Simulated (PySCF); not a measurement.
# C6H4NO2−: excited states, first hyperpolarisability

Aim: compute the excited states, first hyperpolarisability of C6H4NO2− (`N#C/C(C=O)=C/C=C\[O-]`).

Programs: PySCF 2.14.0, with routines of our own; each step states its level. All values are computed. Atoms count from 0.

## 1. The system as given

13 atoms, charge -1, multiplicity 1; geometry from: GFN2-xTB.

## 2. Optimising the geometry at PBE0-D3(BJ)/def2-SVP

The job: settings as JSON, then the geometry in Å.

```
{"job": {"xc": "PBE0", "basis": "def2-SVP", "d3": "d3bj", "grid": 2, "kind": "geom"}, "charge": -1, "multiplicity": 1}
N      2.605516     1.906020    -1.502148
C      1.977559     1.136129    -0.915805
C      1.189536     0.215438    -0.213039
C      1.836178    -0.825695     0.510933
O      3.040413    -1.039138     0.609966
C     -0.203113     0.389093    -0.273956
C     -1.193445    -0.359078     0.313672
C     -2.565279    -0.047913     0.153142
O     -3.065102     0.872457    -0.488240
H      1.128974    -1.505945     1.035565
H     -0.551383     1.230211    -0.866522
H     -0.957540    -1.219128     0.924636
H     -3.246702    -0.751965     0.694068
```

Launch:

```console
$ OMP_NUM_THREADS=1 python excited_run.py task.json out
```

One launch serves the whole session: the jobs run in the order shown.

The log of the run:

```text
step   0  E = -435.46242674  max force = 0.019520
step   1  E = -435.46442912  max force = 0.002542
step   2  E = -435.46443676  max force = 0.000894
step   3  E = -435.46443800  max force = 0.001171
step   4  E = -435.46444731  max force = 0.000655
step   5  E = -435.46444837  max force = 0.000272
optimisation converged
```

Wall time 51 s (1 thread of Intel Xeon Platinum 8488C, shared host); peak memory 0.72 GiB.

The steps of the relaxation:

| step | energy from step 0 (eV) | largest force component (eV/Å) |
| --- | --- | --- |
| 0 | 0.0000 | 1.0038 |
| 1 | -0.0545 | 0.1307 |
| 2 | -0.0547 | 0.0460 |
| 3 | -0.0547 | 0.0602 |
| 4 | -0.0550 | 0.0337 |
| 5 | -0.0550 | 0.0140 |

Close pairs (by a distance rule), those that changed most:

| bond | before (Å) | after (Å) | change (Å) |
| --- | --- | --- | --- |
| C1–C2 | 1.401 | 1.423 | +0.022 |
| C6–C7 | 1.416 | 1.436 | +0.020 |
| C2–C3 | 1.423 | 1.441 | +0.017 |
| C6–H11 | 1.081 | 1.094 | +0.012 |
| N0–C1 | 1.154 | 1.165 | +0.012 |
| C5–H10 | 1.086 | 1.098 | +0.011 |
| C3–H9 | 1.113 | 1.122 | +0.010 |
| C7–H12 | 1.119 | 1.129 | +0.009 |

The next job starts from the end point, and lists it.

| at the end point | value |
| --- | --- |
| point group (found at 0.08 Å tolerance) | Cs |
| rotational constants (GHz, main isotopes) | 3.066, 0.841, 0.660 |

## 3. Excited states: TDA wB97X-D/def2-TZVP

The job: settings as JSON, then the geometry in Å.

```
{"job": {"kind": "states", "xc": "wB97X-D", "basis": "def2-TZVP", "tda": true, "soc": true, "nstates": 6, "ntriplets": 5, "nquad": 4}, "charge": -1, "multiplicity": 1}
N      2.300438     2.162515    -1.674505
C      1.658878     1.389182    -1.084295
C      0.860506     0.453518    -0.369348
C      1.539621    -0.591343     0.353951
O      2.744509    -0.778173     0.432332
C     -0.545786     0.590752    -0.401423
C     -1.538987    -0.164110     0.191743
C     -2.922830     0.173826     0.013846
O     -3.391638     1.102361    -0.634090
H      0.836584    -1.284311     0.888028
H     -0.932533     1.431971    -0.990993
H     -1.315323    -1.036822     0.811522
H     -3.625437    -0.526104     0.552754
```

Method: TDA wB97X-D/def2-TZVP excited states, vertical, gas phase, spin-orbit mean-field couplings.

The log of the run:

```text
coarse grid: 12232 points
cycle   1  E = -435.9679798110  dE =  1.651e+00  |g| = 1.277e+00  |ddm| = 3.275e+00
cycle   2  E = -435.3816924385  dE =  5.863e-01  |g| = 2.218e+00  |ddm| = 7.522e+00
cycle   3  E = -436.2986457760  dE = -9.170e-01  |g| = 1.109e-01  |ddm| = 5.495e+00
cycle   4  E = -436.3009898883  dE = -2.344e-03  |g| = 7.212e-02  |ddm| = 2.049e-01
cycle   5  E = -436.3021634103  dE = -1.174e-03  |g| = 2.422e-02  |ddm| = 7.975e-02
cycle   6  E = -436.3022731680  dE = -1.098e-04  |g| = 1.123e-02  |ddm| = 4.915e-02
cycle   7  E = -436.3023056450  dE = -3.248e-05  |g| = 3.085e-03  |ddm| = 1.748e-02
cycle   8  E = -436.3023095945  dE = -3.949e-06  |g| = 1.018e-03  |ddm| = 1.521e-02
final grid: 122144 points
cycle   9  E = -436.2852895421  dE = -2.264e-04  |g| = 6.345e-03  |ddm| = 1.510e-01
cycle  10  E = -436.2852885549  dE =  9.872e-07  |g| = 7.172e-03  |ddm| = 2.159e-02
cycle  11  E = -436.2852978366  dE = -9.282e-06  |g| = 1.835e-03  |ddm| = 7.859e-03
cycle  12  E = -436.2852985339  dE = -6.973e-07  |g| = 5.731e-04  |ddm| = 2.675e-03
cycle  13  E = -436.2852986226  dE = -8.865e-08  |g| = 1.161e-04  |ddm| = 1.534e-03
cycle  14  E = -436.2852986272  dE = -4.643e-09  |g| = 8.068e-05  |ddm| = 4.206e-04
cycle  15  E = -436.2852986288  dE = -1.620e-09  |g| = 2.625e-05  |ddm| = 3.368e-04
cycle  16  E = -436.2852986291  dE = -2.603e-10  |g| = 5.873e-06  |ddm| = 9.114e-05
converged SCF energy = -436.2852986291

Singlet excitations
state   eV       nm        f     d(h-e)  d(exc)  Lambda  PR(NTO)  |dmu|/D   mu/D   main configurations
  1   4.1605   298.0   0.81750   0.397   3.247   0.673   1.102    1.064    3.166   H->L 0.93
  2   4.1735   297.1   0.00016   1.399   2.943   0.462   1.025    3.992    7.193   H-1->L 0.48, H-2->L 0.40
  3   4.3456   285.3   0.00049   1.346   2.865   0.457   1.036    3.735    4.562   H-2->L 0.40, H-1->L 0.30, H-1->L+1 0.19
  4   5.6597   219.1   0.25494   0.794   3.481   0.670   1.132    2.045    5.880   H->L+1 0.93
  5   5.7225   216.7   0.00012   1.065   3.270   0.349   1.034                     H->L+2 0.59, H->L+3 0.30
  6   6.2725   197.7   0.00078   1.323   3.709   0.347   1.086                     H->L+3 0.52, H->L+2 0.36

Triplet excitations (Tamm-Dancoff)
state   eV     d(h-e)  d(exc)  Lambda  PR(NTO)   main configurations
  1   2.4053   0.331   3.184   0.684   1.026   H->L 0.97
  2   3.7922   1.262   2.848   0.458   1.043   H-1->L 0.48, H-2->L 0.36
  3   3.9141   1.190   2.741   0.454   1.054   H-2->L 0.39, H-1->L 0.26, H-1->L+1 0.22
  4   4.1704   0.641   3.004   0.679   1.353   H->L+1 0.81, H-3->L 0.12
  5   4.9839   0.494   3.026   0.703   1.400   H-3->L 0.70, H->L+1 0.10
S1 - T1 = 1.7552 eV

Spin-orbit couplings |<S|Hso|T>| (cm-1)
             T1       T2       T3       T4       T5
S0        0.009   40.429   55.000    0.062    0.023
S1        0.024   21.380   13.712    0.022    0.018
S2       21.693    0.127    1.312   10.393   16.038
S3       13.152    1.345    0.102   20.536    9.945
S4        0.008    6.652   10.743    0.017    0.020
S5        3.269    0.085    0.113    8.961    6.794
S6        4.759    0.335    0.300    2.030    2.716
T1 sublevels (cm-1): 0.000 0.001 0.009   radiative rates (1/s): 8.32e-05 0.106 0.00242
```

Wall time 71 s (1 thread of Intel Xeon Platinum 8488C, shared host); peak memory 1.2 GiB.

From this job:

| quantity | value |
| --- | --- |
| S1 less T1 | 1.76 eV |

## 4. Excited states: TDDFT CAM-B3LYP/aug-cc-pVDZ

Settings changed since step 3:

```diff
@@ -1,2 +1,2 @@
-{"job": {"kind": "states", "xc": "wB97X-D", "basis": "def2-TZVP", "tda": true, "soc": true, "nstates": 6, "ntriplets": 5, "nquad": 4}, "charge": -1, "multiplicity": 1}
+{"job": {"kind": "states", "xc": "CAM-B3LYP", "basis": "aug-cc-pVDZ", "tpa": true, "nstates": 8, "nquad": 6, "ntriplets": 0}, "charge": -1, "multiplicity": 1}
 N      2.300438     2.162515    -1.674505
```

With the program's defaults for keys left out, this is: TDDFT CAM-B3LYP/aug-cc-pVDZ excited states, vertical, gas phase, two-photon moments by quadratic response.

The log of the run:

```text
coarse grid: 12232 points
cycle   1  E = -435.8074101663  dE =  1.635e+00  |g| = 1.185e+00  |ddm| = 1.873e+01
cycle   2  E = -435.0666606776  dE =  7.407e-01  |g| = 2.290e+00  |ddm| = 1.160e+01
cycle   3  E = -436.1056355312  dE = -1.039e+00  |g| = 1.203e-01  |ddm| = 7.912e+00
cycle   4  E = -436.1083376707  dE = -2.702e-03  |g| = 8.277e-02  |ddm| = 7.757e-01
cycle   5  E = -436.1100204514  dE = -1.683e-03  |g| = 2.167e-02  |ddm| = 3.722e-01
cycle   6  E = -436.1101044993  dE = -8.405e-05  |g| = 1.117e-02  |ddm| = 9.740e-02
cycle   7  E = -436.1101338168  dE = -2.932e-05  |g| = 3.417e-03  |ddm| = 5.707e-02
cycle   8  E = -436.1101373478  dE = -3.531e-06  |g| = 1.148e-03  |ddm| = 1.741e-02
final grid: 122144 points
cycle   9  E = -436.1345285331  dE = -1.466e-05  |g| = 2.736e-03  |ddm| = 3.076e-01
cycle  10  E = -436.1345283055  dE =  2.276e-07  |g| = 3.207e-03  |ddm| = 3.375e-02
cycle  11  E = -436.1345304936  dE = -2.188e-06  |g| = 9.228e-04  |ddm| = 1.440e-02
cycle  12  E = -436.1345306654  dE = -1.718e-07  |g| = 1.632e-04  |ddm| = 2.792e-03
cycle  13  E = -436.1345306713  dE = -5.866e-09  |g| = 1.030e-04  |ddm| = 1.383e-03
cycle  14  E = -436.1345306738  dE = -2.506e-09  |g| = 2.875e-05  |ddm| = 3.904e-04
cycle  15  E = -436.1345306740  dE = -2.404e-10  |g| = 1.080e-05  |ddm| = 1.272e-04
converged SCF energy = -436.1345306740

Singlet excitations
state   eV       nm        f     d(h-e)  d(exc)  Lambda  PR(NTO)  |dmu|/D   mu/D   delta(TPA)   sigma/GM   main configurations
  1   3.7047   334.7   0.52470   0.480   3.369   0.642   1.145    1.520    2.766      342.57      1.722   H->L+1 0.96
  2   4.0251   308.0   0.00528   3.244   5.375   0.139   1.030   14.090    9.818      234.91      1.394   H->L 0.84, H->L+2 0.09
  3   4.1072   301.9   0.00009   1.362   3.045   0.442   1.053    3.777    6.894        2.78      0.017   H-1->L+1 0.60, H-2->L+1 0.24
  4   4.2563   291.3   0.00085   1.375   2.957   0.417   1.045    3.798    4.468        1.75      0.012   H-2->L+1 0.52, H-1->L+1 0.18
  5   4.6202   268.4   0.00006   1.607   5.549   0.149   1.020    7.256    3.046       64.35      0.503   H->L+2 0.57, H->L+3 0.28
  6   4.7031   263.6   0.00000   1.385   5.301   0.162   1.017    6.053    5.508        9.69      0.078   H->L+3 0.61, H->L+2 0.29
  7   5.1405   241.2   0.17711   0.727   3.809   0.501   1.180                                            H->L+6 0.87
  8   5.3656   231.1   0.00124   2.342   6.124   0.136   1.024                                            H->L+4 0.90
```

Wall time 62 s (1 thread of Intel Xeon Platinum 8488C, shared host); peak memory 1 GiB.

## 5. First hyperpolarisability: quadratic response CAM-B3LYP/aug-cc-pVDZ

Settings changed since step 4:

```diff
@@ -1,2 +1,2 @@
-{"job": {"kind": "states", "xc": "CAM-B3LYP", "basis": "aug-cc-pVDZ", "tpa": true, "nstates": 8, "nquad": 6, "ntriplets": 0}, "charge": -1, "multiplicity": 1}
+{"job": {"kind": "beta", "xc": "CAM-B3LYP", "basis": "aug-cc-pVDZ"}, "charge": -1, "multiplicity": 1}
 N      2.300438     2.162515    -1.674505
```

With the program's defaults for keys left out, this is: quadratic response CAM-B3LYP/aug-cc-pVDZ first hyperpolarisability, Taylor convention, gas phase.

The log of the run:

```text
coarse grid: 12232 points
cycle   1  E = -435.8074101663  dE =  1.635e+00  |g| = 1.185e+00  |ddm| = 1.873e+01
cycle   2  E = -435.0666606776  dE =  7.407e-01  |g| = 2.290e+00  |ddm| = 1.160e+01
cycle   3  E = -436.1056355312  dE = -1.039e+00  |g| = 1.203e-01  |ddm| = 7.912e+00
cycle   4  E = -436.1083376707  dE = -2.702e-03  |g| = 8.277e-02  |ddm| = 7.757e-01
cycle   5  E = -436.1100204514  dE = -1.683e-03  |g| = 2.167e-02  |ddm| = 3.722e-01
cycle   6  E = -436.1101044993  dE = -8.405e-05  |g| = 1.117e-02  |ddm| = 9.740e-02
cycle   7  E = -436.1101338168  dE = -2.932e-05  |g| = 3.417e-03  |ddm| = 5.707e-02
cycle   8  E = -436.1101373478  dE = -3.531e-06  |g| = 1.148e-03  |ddm| = 1.741e-02
final grid: 122144 points
cycle   9  E = -436.1345285331  dE = -1.466e-05  |g| = 2.736e-03  |ddm| = 3.076e-01
cycle  10  E = -436.1345283055  dE =  2.276e-07  |g| = 3.207e-03  |ddm| = 3.375e-02
cycle  11  E = -436.1345304936  dE = -2.188e-06  |g| = 9.228e-04  |ddm| = 1.440e-02
cycle  12  E = -436.1345306654  dE = -1.718e-07  |g| = 1.632e-04  |ddm| = 2.792e-03
cycle  13  E = -436.1345306713  dE = -5.866e-09  |g| = 1.030e-04  |ddm| = 1.383e-03
cycle  14  E = -436.1345306738  dE = -2.506e-09  |g| = 2.875e-05  |ddm| = 3.904e-04
cycle  15  E = -436.1345306740  dE = -2.404e-10  |g| = 1.080e-05  |ddm| = 1.272e-04
converged SCF energy = -436.1345306740

Lowest singlets (eV, f): 3.7047 0.5247  4.0251 0.0053  4.1072 0.0001

First hyperpolarisability (au)
process     nm      |vector|   parallel      HRS      DR
static         -     1295.75    -576.47      586.4   3.885
shg       1907.0     1510.38    -674.18     677.83   3.977
eope      1907.0     1361.25    -606.26          -       -
shg       1064.0     2286.73   -1029.18    1006.89   4.203
eope      1064.0     1527.57    -682.03          -       -
```

Wall time 50 s (1 thread of Intel Xeon Platinum 8488C, shared host); peak memory 1 GiB.

## 6. What came out

| quantity | value |
| --- | --- |
| point group | Cs |
| rotational constants (main isotopes) | 3.07, 0.84, 0.66 GHz |
| S1 less T1 (step 3, TDA wB97X-D/def2-TZVP) | 1.76 eV |
| β vector (step 5, quadratic response CAM-B3LYP/aug-cc-pVDZ) | static 1296, SHG 1907.0 nm 1510, SHG 1064.0 nm 2287 au |

Relaxing lowered the energy by 0.055 eV in 5 steps; the close pair that moved most is C1–C2, from 1.401 to 1.423 Å. For an anion in the gas phase, states above the energy of detachment are held by the basis alone, so excitations and responses hang on it. In step 3, the number of triplets below S1 is 3, and the largest singlet-triplet spin-orbit coupling is S0–T3, 55.00 cm⁻¹. β grows from 1296 au (static) to 2287 au for doubling at 1064.0 nm: normal dispersion, which grows as twice the photon energy moves toward the bright states.
